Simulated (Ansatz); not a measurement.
**RuB2 (MoSi2 type): how the settings move a single-point run**

Aim: see which settings change the result for RuB2 (MoSi2 type), by how much, and at what cost.

Computed with Ansatz 0.2.0 (reference: DFT PBEsol, scalar-relativistic, plane waves, PAW, unless a step's input says otherwise).

2 further runs of the same task are left out: 2 that didn't finish.

## (1) Starting point

It takes space group I4/mmm (No. 139, tetragonal). Conventional cell: a = 2.724 Å, b = 2.724 Å, c = 6.812 Å, α = 90.00°, β = 90.00°, γ = 90.00°. Ru (site symmetry 4/mmm) is surrounded by 10 B at 2.20 to 2.27 Å. B (site symmetry 4mm) has 5 B at 2.17 to 2.40 Å and 5 Ru at 2.20 to 2.27 Å as nearest neighbours.

Coordinates:

```xyz
3
Lattice="-1.3621 1.3621 3.4058 1.3621 -1.3621 3.4058 1.3621 1.3621 -3.4058" Properties=species:S:1:pos:R:3 pbc="T T T"
Ru    0.0000    0.0000    0.0000
B     0.0000    0.0000    2.2045
B     0.0000    0.0000    4.6070
```

## (2) The reference run

The input, input.yaml:

```yaml
crystal:
  lattice:
    - [-1.3621455181, 1.3621455181, 3.4057907074]
    - [1.3621455181, -1.3621455181, 3.4057907074]
    - [1.3621455181, 1.3621455181, -3.4057907074]
  atoms:
    - { symbol: Ru, position: [0.0, 0.0, 0.0] }
    - { symbol: B, position: [0.3236448641, 0.3236448641, 0.0] }
    - { symbol: B, position: [0.6763551359, 0.6763551359, 0.0] }
basis:
  ecutwfc: 420
  ecutrho_ratio: 4
kpoints:
  mp_grid: { grid: [16, 16, 16] }
  band_path:
    path:
      - [[0.0, 0.0, 0.0], [0.0, 0.0, 0.5], [0.25, 0.25, 0.25], [0.0, 0.5, 0.0], [0.0, 0.0, 0.0], [0.5, 0.5, -0.5], [0.28998997, 0.71001003, -0.28998997]]
      - [[-0.28998997, 0.28998997, 0.28998997], [0.0, 0.0, 0.0]]
      - [[0.0, 0.0, 0.5], [-0.07997995, 0.07997995, 0.5]]
      - [[0.5, 0.5, -0.07997995], [0.5, 0.5, -0.5]]
    npoints: 14
hamiltonian:
  xc: pbesol
scf:
  occupations: { method: gaussian, width: 0.05 }
  n_extra_bands: 12
output:
  forces: true
  stress: true
  eigenvalues: true
  populations: true
  dos: { projected: true, de: 0.02, nscf_kmesh: { grid: [24, 24, 24] } }
  bader: false
  write_density: true
  write_potential: true
  elf: true
  volumetric_format: npy
```

The run is started by

```
ansatz run input.yaml --threads 4 --pin off --max-ram 4096MiB --backend cpu --events-out ev --progress --plain --runs-dir out
```

Excerpt of the output:

```text
[...]
Basis set: ecut = 420 eV, 511 PW (Γ), exchange–correlation on 54×54×54 points (8 copies of the dense FFT grid, shifted against one another)
[...]
k-points: 349 of 4096
[...]
SCF iter   1: F=—  HF=-6121.748256 eV  |F-HF|=—  |Δ(HF+E_count)|=         —  Δρ=7.26e-3  dr2=8.20e-3  ethr=1.77e-3  ⟨swp⟩=5.2  Hψ=37749  notcnv=0  defer=338
preconditioner: auto → Kerker (q_TF=auto, 2.666 Å⁻¹)  [metal: Δε(μ)=0.036 eV  Ē_g=17.173 eV  σ=0.050 eV  W_gap=0.39  n_scr=10 (ndim 8)  ℏωp=27.6 eV  f_vac=0.000  D(μ)=0.30/eV (n_scr^D=0)]
SCF iter   2: F=—  HF=-6121.746199 eV  |F-HF|=—  |Δ(HF+E_count)|=   2.06e-3  Δρ=4.24e-3  dr2=3.16e-3  ethr=3.73e-5  ⟨swp⟩=2.0  Hψ=11175  notcnv=0  defer=1248
[...]
SCF iter   5: F=-6121.745095 eV  HF=-6121.745095 eV  |F-HF|=2.14e-9  |Δ(HF+E_count)|=   3.80e-7  Δρ=2.13e-5  dr2=4.50e-8  ethr=9.98e-9  ⟨swp⟩=2.0  Hψ=8062  notcnv=0  defer=1248
SCF iter   6: F=-6121.745095 eV  HF=-6121.745095 eV  |F-HF|=1.52e-9  |Δ(HF+E_count)|=   6.44e-9  Δρ=4.08e-6  dr2=2.91e-9  ethr=2.05e-10  ⟨swp⟩=8.8  Hψ=46115  notcnv=0
[...]
SCF converged after 6 iterations
Free energy (F): -6121.745095 eV
[...]
E sigma→0 (E₀):  -6121.744907 eV
[...]
Fermi energy:    18.795090 eV
[...]
  P = ⅓ Tr σ = -0.0196 GPa (-0.196 kbar)
[...]
```

Run time: 18 s. Hardware: 4 threads of Arm Neoverse N1, shared host; peak memory 0.58 GiB.

## (3) Variant: hubbard.sites [{species: Ru, l: d, u_eff: 1.0}], hubbard.double_counting fll, lower_state_search off

The input, input.yaml:

```yaml
crystal:
  lattice:
    - [-1.3621455181, 1.3621455181, 3.4057907074]
    - [1.3621455181, -1.3621455181, 3.4057907074]
    - [1.3621455181, 1.3621455181, -3.4057907074]
  atoms:
    - { symbol: Ru, position: [0.0, 0.0, 0.0] }
    - { symbol: B, position: [0.3236448641, 0.3236448641, 0.0] }
    - { symbol: B, position: [0.6763551359, 0.6763551359, 0.0] }
basis:
  ecutwfc: 420
  ecutrho_ratio: 4
kpoints:
  mp_grid: { grid: [16, 16, 16] }
hamiltonian:
  xc: pbesol
  hubbard: { sites: [{ species: Ru, l: d, u_eff: 1.0 }], double_counting: fll }
scf:
  occupations: { method: gaussian, width: 0.05 }
  lower_state_search: "off"
output:
  forces: true
  stress: true
```

The run is started by

```
ansatz run input.yaml --threads 4 --pin off --max-ram 4096MiB --backend cpu --events-out ev --progress --plain --runs-dir out
```

The log of the run:

```text
Warning: RAYON_NUM_THREADS=4 ignored (pool sized by the plan → 4); use --threads N
basis.fft_grid_basis auto: the FFT boxes are laid along the combinations [[1, 0, 1], [0, 1, 1], [0, 0, 1]] of the cell's own vectors, 2.724, 2.724 and 3.913 Å long. The dense box has 20×20×27 points. Along the cell's own vectors, as sized, it would have 27×27×27, 1.82 times as many. Of the 16 symmetry operations that the crystal satisfies within crystal.symmetry.tolerance (time reversal apart; of a slab, those that keep its plane) the dense box along the cell's own vectors carries 16, and the one as laid loses 12 of those. basis.fft_grid_basis: typed keeps the cell's own vectors: state it where this run's energies or levels are differenced outside the engine with another run's, or held beside a run that keeps those vectors.
Ru: projections on atomic orbitals take those of the free atom [Ar 3d10] 4s2 4p6 4d7 5s1, of charge +0.00 (hamiltonian.pseudopotentials.projection_atoms); the dataset's partial waves leave at most 8.1e-6 of an orbital's norm unspanned inside its sphere
B: projections on atomic orbitals take those of the free atom [He] 2s2 2p1, of charge +0.00 (hamiltonian.pseudopotentials.projection_atoms); the dataset's partial waves leave at most 3.0e-9 of an orbital's norm unspanned inside its sphere
Engine: ansatz 0.2.0, aarch64-unknown-linux-gnu
Pseudopotentials: kind: paw
Pseudopotential: Ru, paw, valence charge 16, recommended cutoff 420 eV (normal), Ru.paw.azcp
Pseudopotential: B, paw, valence charge 3, recommended cutoff 420 eV (normal), B.paw.azcp
Functional definition: PBEsol
  exchange = pbesol_x
  correlation = pbesol_c
Crystal: 3 atoms, lattice volume = 25.277 Å³
Basis set: ecut = 420 eV, 511 PW (Γ), FFT grids on a1+a3, a2+a3, a3, exchange–correlation on 40×40×54 points (8 copies of the dense FFT grid, shifted against one another)
Bands: 15, of which v1, the nominal top of the filled ones, is band 11 counted from 1 (10 counted from 0)
Symmetry: 16 space group operations
Space group: I4/mmm (ITA 139), of the structure as read, at distance tolerance 2.9e-5 Å
k-points: 349 of 4096
Non-local potential: Ru, projectors of the file, l = 0: 3, l = 1: 2, l = 2: 2, l = 3: 1
Non-local potential: B, projectors of the file, l = 0: 2, l = 1: 2, l = 2: 1
PAW form: soft (Blöchl's): semilocal exchange-correlation on the pseudo side does not see the compensation charge
PAW frozen core: Ru, regenerated for the run's functional, and the local potential with it (the file was generated under x = pbe(κ = 0.804, μ = 0.2195149727645171), c = pbe(β = 0.06672455060314922))
PAW frozen core: B, regenerated for the run's functional, and the local potential with it (the file was generated under x = pbe(κ = 0.804, μ = 0.2195149727645171), c = pbe(β = 0.06672455060314922))
PAW one-centre angular grid: Ru, 590 points (default); XC on 64 Gauss nodes
PAW one-centre angular grid: B, 110 points (default); XC on 64 Gauss nodes
Initial density: superposition of atomic densities (chi_scale 0.1, normalization cell, long waves kept (reshape's long-wave potential 0.00 eV rms))
Initial wavefunctions: pseudopotential atomic-orbital guess
Functional: x = pbesol(κ = 0.804, μ = 0.12345679012345678), c = pbesol(β = 0.046)
SCF iter   1: F=—  HF=-6122.971687 eV  |F-HF|=—  |Δ(HF+E_count)|=         —  Δρ=1.79e-1  dr2=1.20e1  ethr=3.10e-3  ⟨swp⟩=5.3  Hψ=24195  notcnv=0
preconditioner: auto → Kerker (q_TF=auto, 2.666 Å⁻¹)  [metal: Δε(μ)=0.003 eV  Ē_g=9.512 eV  σ=0.050 eV  W_gap=0.03  n_scr=10 (ndim 8)  ℏωp=27.6 eV  f_vac=0.000  D(μ)=0.34/eV (n_scr^D=0)]
SCF iter   2: F=—  HF=-6120.698521 eV  |F-HF|=—  |Δ(HF+E_count)|=    2.27e0  Δρ=3.61e-2  dr2=1.13e-1  ethr=3.10e-3  ⟨swp⟩=2.7  Hψ=13526  notcnv=0  defer=19
SCF iter   3: F=—  HF=-6120.727248 eV  |F-HF|=—  |Δ(HF+E_count)|=   2.87e-2  Δρ=2.15e-2  dr2=4.36e-2  ethr=5.12e-4  ⟨swp⟩=1.8  Hψ=8120  notcnv=0  defer=4
SCF iter   4: F=—  HF=-6120.734886 eV  |F-HF|=—  |Δ(HF+E_count)|=   7.64e-3  Δρ=2.24e-3  dr2=1.04e-3  ethr=1.98e-4  ⟨swp⟩=2.1  Hψ=9822  notcnv=0  defer=5
SCF iter   5: F=—  HF=-6120.734739 eV  |F-HF|=—  |Δ(HF+E_count)|=   1.47e-4  Δρ=4.47e-4  dr2=4.88e-5  ethr=4.75e-6  ⟨swp⟩=2.0  Hψ=8891  notcnv=0  defer=5
SCF iter   6: F=—  HF=-6120.734731 eV  |F-HF|=—  |Δ(HF+E_count)|=   8.41e-6  Δρ=6.59e-5  dr2=3.78e-7  ethr=2.22e-7  ⟨swp⟩=2.5  Hψ=7580  notcnv=0  defer=5
SCF iter   7: F=-6120.734731 eV  HF=-6120.734731 eV  |F-HF|=3.54e-9  |Δ(HF+E_count)|=   3.09e-8  Δρ=1.00e-5  dr2=1.16e-8  ethr=4.55e-10  ⟨swp⟩=4.0  Hψ=18154  notcnv=0
SCF 1 converged in 7 iterations: F = -6120.734731 eV  dr2 = 1.16e-8
SCF converged after 7 iterations
Free energy (F): -6120.734731 eV
Harris-Foulkes:  -6120.734731 eV  (|F-HF|=3.54e-9)
Internal energy: -6120.734347 eV  (E = F + TS)
E sigma→0 (E₀):  -6120.734539 eV
Entropy (-TS):   -0.000384 eV (-0.128 meV/atom)
Fermi energy:    18.757775 eV
--- Per-component energies (eV) ---
  E_band       = -61.941433
  E_kinetic    = 610.654912
  E_local      = -1622.318011  (includes V_loc(G=0)·N_el)
  E_nonlocal   = 366.923909
  E_hartree    = 564.191823
  E_xc         = -254.901064
  E_vxc        = -316.928913  (∫ρ·V_xc dr)
  E_hubbard    = 1.007080  (on-site DFT+U / exact-exchange correction)
  E_vhub       = -1.558167  (the Hubbard potential's part of the band-sum identity)
  E_paw        = -3549.906890  (= ΣΔE_a)
  E_vpaw       = -227.096450  (= ΣTr[D̂ρ^β])
  E_aug_tail   = -0.000192  (compensation charges beyond the density's cutoff)
  E_ewald      = -2236.668631
  E_core_change = 0.282718  (= ΣΔE_core)
  E_smearing   = -0.000384  (= −TS)
  E_closure    = -0.000000  (closes the sum)
  Σ components = -6120.734731   (vs F -6120.734731, Δ=0.00e0)
--- Forces (eV/Å), atoms counted from 1 ---
  atom   1  Ru    -0.00000000     0.00000000     0.00000000
  atom   2  B      0.00000000    -0.00000000     0.01697312
  atom   3  B      0.00000000     0.00000000    -0.01697312
  max |Σ_I F_I| component: 2.78e-17 eV/Å
--- Stress (GPa, compression-positive) ---
       -0.301853       0.000000      -0.000000
        0.000000      -0.301853       0.000000
       -0.000000      -0.000000       0.002344
  P = ⅓ Tr σ = -0.2005 GPa (-2.005 kbar)
Occupation matrices written to <dir>
```

Run time: 6.5 s. Hardware: 4 threads of Arm Neoverse N1, shared host; peak memory 0.47 GiB.

Changing the Hubbard U and search for lower states moves the energy by +336.8 meV/atom. The U term adds an energy of its own, so the shift says nothing about which run is better.

## (4) Changing settings: mixing.algorithm broyden, mixing.beta 0.9, mixing.ndim 8

The input, input.yaml:

```yaml
crystal:
  lattice:
    - [-1.3621455181, 1.3621455181, 3.4057907074]
    - [1.3621455181, -1.3621455181, 3.4057907074]
    - [1.3621455181, 1.3621455181, -3.4057907074]
  atoms:
    - { symbol: Ru, position: [0.0, 0.0, 0.0] }
    - { symbol: B, position: [0.3236448641, 0.3236448641, 0.0] }
    - { symbol: B, position: [0.6763551359, 0.6763551359, 0.0] }
basis:
  ecutwfc: 420
  ecutrho_ratio: 4
kpoints:
  mp_grid: { grid: [16, 16, 16] }
hamiltonian:
  xc: pbesol
scf:
  occupations: { method: gaussian, width: 0.05 }
  mixing: { algorithm: broyden, beta: 0.9, ndim: 8 }
output:
  forces: true
  stress: true
```

The run is started by

```
ansatz run input.yaml --threads 4 --pin off --max-ram 4096MiB --backend cpu --events-out ev --progress --plain --runs-dir out
```

The log of the run:

```text
Warning: RAYON_NUM_THREADS=4 ignored (pool sized by the plan → 4); use --threads N
basis.fft_grid_basis auto: the FFT boxes are laid along the combinations [[1, 0, 1], [0, 1, 1], [0, 0, 1]] of the cell's own vectors, 2.724, 2.724 and 3.913 Å long. The dense box has 20×20×27 points. Along the cell's own vectors, as sized, it would have 27×27×27, 1.82 times as many. Of the 16 symmetry operations that the crystal satisfies within crystal.symmetry.tolerance (time reversal apart; of a slab, those that keep its plane) the dense box along the cell's own vectors carries 16, and the one as laid loses 12 of those. basis.fft_grid_basis: typed keeps the cell's own vectors: state it where this run's energies or levels are differenced outside the engine with another run's, or held beside a run that keeps those vectors.
Engine: ansatz 0.2.0, aarch64-unknown-linux-gnu
Pseudopotentials: kind: paw
Pseudopotential: Ru, paw, valence charge 16, recommended cutoff 420 eV (normal), Ru.paw.azcp
Pseudopotential: B, paw, valence charge 3, recommended cutoff 420 eV (normal), B.paw.azcp
Functional definition: PBEsol
  exchange = pbesol_x
  correlation = pbesol_c
Crystal: 3 atoms, lattice volume = 25.277 Å³
Basis set: ecut = 420 eV, 511 PW (Γ), FFT grids on a1+a3, a2+a3, a3, exchange–correlation on 40×40×54 points (8 copies of the dense FFT grid, shifted against one another)
Bands: 15, of which v1, the nominal top of the filled ones, is band 11 counted from 1 (10 counted from 0)
Symmetry: 16 space group operations
Space group: I4/mmm (ITA 139), of the structure as read, at distance tolerance 2.9e-5 Å
k-points: 349 of 4096
Non-local potential: Ru, projectors of the file, l = 0: 3, l = 1: 2, l = 2: 2, l = 3: 1
Non-local potential: B, projectors of the file, l = 0: 2, l = 1: 2, l = 2: 1
PAW form: soft (Blöchl's): semilocal exchange-correlation on the pseudo side does not see the compensation charge
PAW frozen core: Ru, regenerated for the run's functional, and the local potential with it (the file was generated under x = pbe(κ = 0.804, μ = 0.2195149727645171), c = pbe(β = 0.06672455060314922))
PAW frozen core: B, regenerated for the run's functional, and the local potential with it (the file was generated under x = pbe(κ = 0.804, μ = 0.2195149727645171), c = pbe(β = 0.06672455060314922))
PAW one-centre angular grid: Ru, 590 points (default); XC on 64 Gauss nodes
PAW one-centre angular grid: B, 110 points (default); XC on 64 Gauss nodes
Initial density: superposition of atomic densities (neutral atoms: chi_scale 0, normalization atom), corrected by the library's trained network
Initial wavefunctions: pseudopotential atomic-orbital guess
Functional: x = pbesol(κ = 0.804, μ = 0.12345679012345678), c = pbesol(β = 0.046)
SCF iter   1: F=—  HF=-6121.747877 eV  |F-HF|=—  |Δ(HF+E_count)|=         —  Δρ=7.24e-3  dr2=8.14e-3  ethr=1.77e-3  ⟨swp⟩=5.3  Hψ=25229  notcnv=0
preconditioner: auto → Kerker (q_TF=auto, 2.666 Å⁻¹)  [metal: Δε(μ)=0.036 eV  Ē_g=9.391 eV  σ=0.050 eV  W_gap=0.39  n_scr=10 (ndim 8)  ℏωp=27.6 eV  f_vac=0.000  D(μ)=0.30/eV (n_scr^D=0)]
SCF iter   2: F=—  HF=-6121.745363 eV  |F-HF|=—  |Δ(HF+E_count)|=   2.51e-3  Δρ=2.14e-3  dr2=9.26e-4  ethr=3.70e-5  ⟨swp⟩=2.5  Hψ=11019  notcnv=0  κ⁻¹=1.0e0(r=1)
SCF iter   3: F=—  HF=-6121.745164 eV  |F-HF|=—  |Δ(HF+E_count)|=   1.99e-4  Δρ=1.07e-3  dr2=3.85e-4  ethr=4.21e-6  ⟨swp⟩=2.1  Hψ=8376  notcnv=0  κ⁻¹=2.8e-1(r=2)
SCF iter   4: F=—  HF=-6121.745095 eV  |F-HF|=—  |Δ(HF+E_count)|=   6.89e-5  Δρ=1.04e-4  dr2=2.21e-6  ethr=1.75e-6  ⟨swp⟩=2.7  Hψ=7571  notcnv=0  κ⁻¹=2.6e-3(r=3)
SCF iter   5: F=—  HF=-6121.745095 eV  |F-HF|=—  |Δ(HF+E_count)|=   6.91e-8  Δρ=2.39e-5  dr2=1.09e-7  ethr=1.00e-8  ⟨swp⟩=2.2  Hψ=8693  notcnv=0  κ⁻¹=8.4e-5(r=4)
SCF iter   6: F=-6121.745095 eV  HF=-6121.745095 eV  |F-HF|=2.27e-8  |Δ(HF+E_count)|=   3.00e-8  Δρ=9.10e-6  dr2=2.65e-8  ethr=4.55e-10  ⟨swp⟩=4.0  Hψ=17070  notcnv=0
SCF 1 converged in 6 iterations: F = -6121.745095 eV  dr2 = 2.65e-8
SCF converged after 6 iterations
Stability not checked: this state was not tested for a lower state beside it, because the mixer in use, unlike msr1, does not test its closes by its own steps (another_mixer; see scf.mixing.algorithm and scf.lower_state_search)
Free energy (F): -6121.745095 eV
Harris-Foulkes:  -6121.745095 eV  (|F-HF|=2.27e-8)
Internal energy: -6121.744720 eV  (E = F + TS)
E sigma→0 (E₀):  -6121.744907 eV
Entropy (-TS):   -0.000376 eV (-0.125 meV/atom)
Fermi energy:    18.795104 eV
--- Per-component energies (eV) ---
  E_band       = -61.829720
  E_kinetic    = 610.322253
  E_local      = -1620.296442  (includes V_loc(G=0)·N_el)
  E_nonlocal   = 366.576820
  E_hartree    = 562.651909
  E_xc         = -254.882427
  E_vxc        = -316.899777  (∫ρ·V_xc dr)
  E_paw        = -3549.730727  (= ΣΔE_a)
  E_vpaw       = -226.843566  (= ΣTr[D̂ρ^β])
  E_aug_tail   = -0.000192  (compensation charges beyond the density's cutoff)
  E_ewald      = -2236.668631
  E_core_change = 0.282718  (= ΣΔE_core)
  E_smearing   = -0.000376  (= −TS)
  E_closure    = -0.000000  (closes the sum)
  Σ components = -6121.745095   (vs F -6121.745095, Δ=0.00e0)
--- Forces (eV/Å), atoms counted from 1 ---
  atom   1  Ru     0.00000000     0.00000000     0.00000000
  atom   2  B     -0.00000000     0.00000000    -0.00071628
  atom   3  B     -0.00000000    -0.00000000     0.00071628
  max |Σ_I F_I| component: 9.71e-17 eV/Å
--- Stress (GPa, compression-positive) ---
       -0.034577       0.000000      -0.000000
        0.000000      -0.034577       0.000000
       -0.000000       0.000000       0.008651
  P = ⅓ Tr σ = -0.0202 GPa (-0.202 kbar)
```

It took 3.2 s on 4 threads of Arm Neoverse N1, shared host; peak memory 0.39 GiB.

Energy and cycle count are those of the reference, so the change (mixing) left the result and the number of cycles as they were.

(Part 1 of 2 ends here.)
